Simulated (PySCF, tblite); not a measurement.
# C₆H₁₂FGeN: geometry, infrared bands and NMR shifts

What infrared bands and NMR shifts should C₆H₁₂FGeN (`[H]/N=C\C/C(C)=[CH]\[GeH2][CH2]F`) show?

The runs use tblite 0.8.0 and PySCF 2.14.0, with density-fitted response routines of our own; the level of theory stands in each step. All values are computed, except where a source is named. Atoms count from 0, in the outputs and in this text.

### Step 1. Starting geometry

21 atoms, charge 0, multiplicity 1; geometry from: force field or distance geometry start.

Bonds of the start (Å): C0–C1 1.50, C1–C2 1.34, C2–Ge3 1.91, Ge3–C4 1.97, C4–F5 1.37, C1–C6 1.50, C6–C7 1.48, C7–N8 1.27, C0–H9 1.12, C0–H10 1.09, C0–H11 1.13, C2–H12 1.09, Ge3–H13 1.55, Ge3–H14 1.53, C4–H15 1.09, C4–H16 1.11, C6–H17 1.11, C6–H18 1.10, C7–H19 1.10, N8–H20 1.02.

### Step 2. Relaxing the molecule with GFN2-xTB

The job: settings as JSON, then the geometry in Å.

```
{"job": {"kind": "relax", "xc": "GFN2-xTB", "basis": "xTB"}, "charge": 0, "multiplicity": 1}
C     -1.630800    -1.861800     0.467600
C     -0.787000    -0.767800    -0.117300
C      0.551000    -0.889300    -0.065600
Ge     1.711600     0.443200    -0.779800
C      3.377800     0.301500     0.266600
F      3.076300     0.576100     1.570100
C     -1.463600     0.426500    -0.720400
C     -2.277700     1.077300     0.334200
N     -1.919700     2.093000     1.002400
H     -2.257100    -2.222600    -0.383400
H     -1.020100    -2.630900     0.937500
H     -2.296800    -1.330100     1.215700
H      0.934500    -1.792300     0.405400
H      2.058200     0.081100    -2.250500
H      1.207500     1.884600    -0.626900
H      4.087500     1.000200    -0.180600
H      3.696100    -0.760300     0.164200
H     -2.075300     0.059200    -1.570000
H     -0.683400     1.099200    -1.111500
H     -3.262500     0.630800     0.536100
H     -1.035500     2.599300     0.905800
```

Started as:

```sh
OMP_NUM_THREADS=1 python probes_run.py task.json out
```

This one command runs all jobs of the session in turn.

**Question.** This job is followed by: GFN2-xTB harmonic vibrations, gas phase; GIAO PBE0/pcSseg-1 NMR shielding, non-relativistic, gas phase. Predict these results of the whole session: strongest single infrared mode (GFN2-xTB); zero-point energy (GFN2-xTB); ¹³C shifts against TMS (PBE0/pcSseg-1); ¹H shifts against TMS (PBE0/pcSseg-1, means over atoms taken as alike); ⁷³Ge shifts against GeMe4 (PBE0/pcSseg-1); ¹⁹F shifts against CFCl3 (PBE0/pcSseg-1); ¹⁵N shifts against NH3 (PBE0/pcSseg-1).

As calculated:

| quantity | value |
| --- | --- |
| strongest single infrared mode (GFN2-xTB) | 2007 cm⁻¹, 424 km/mol |
| zero-point energy (GFN2-xTB) | 100.9 kcal/mol |
| ¹³C shifts against TMS (PBE0/pcSseg-1) | 171.0, 159.6, 125.3, 80.8, 54.2, 31.9 ppm |
| ¹H shifts against TMS (PBE0/pcSseg-1, means over atoms taken as alike) | 10.18, 7.76, 6.16, 5.24, 4.29, 2.89, 2.20 ppm |
| ⁷³Ge shifts against GeMe4 (PBE0/pcSseg-1) | -196 ppm |
| ¹⁹F shifts against CFCl3 (PBE0/pcSseg-1) | -297.4 ppm |
| ¹⁵N shifts against NH3 (PBE0/pcSseg-1) | 357.2 ppm |

Relaxing lowered the energy by 0.622 eV in 203 steps; the close pair that moved most is C0–H11, from 1.134 to 1.089 Å. All 57 modes are real, so the xTB geometry is a minimum. The strongest single mode, at 2007 cm⁻¹, moves mainly H14. GFN2-xTB is a fitted tight-binding method: band positions and strengths are rough. Its intensities can rank the bands wrongly. At PBE0/pcSseg-1: The largest span, 614 ppm, is at N8, where the paramagnetic term is -414 ppm. Spin-orbit coupling is left out, which matters for shieldings and couplings at and beside the heavy atoms.
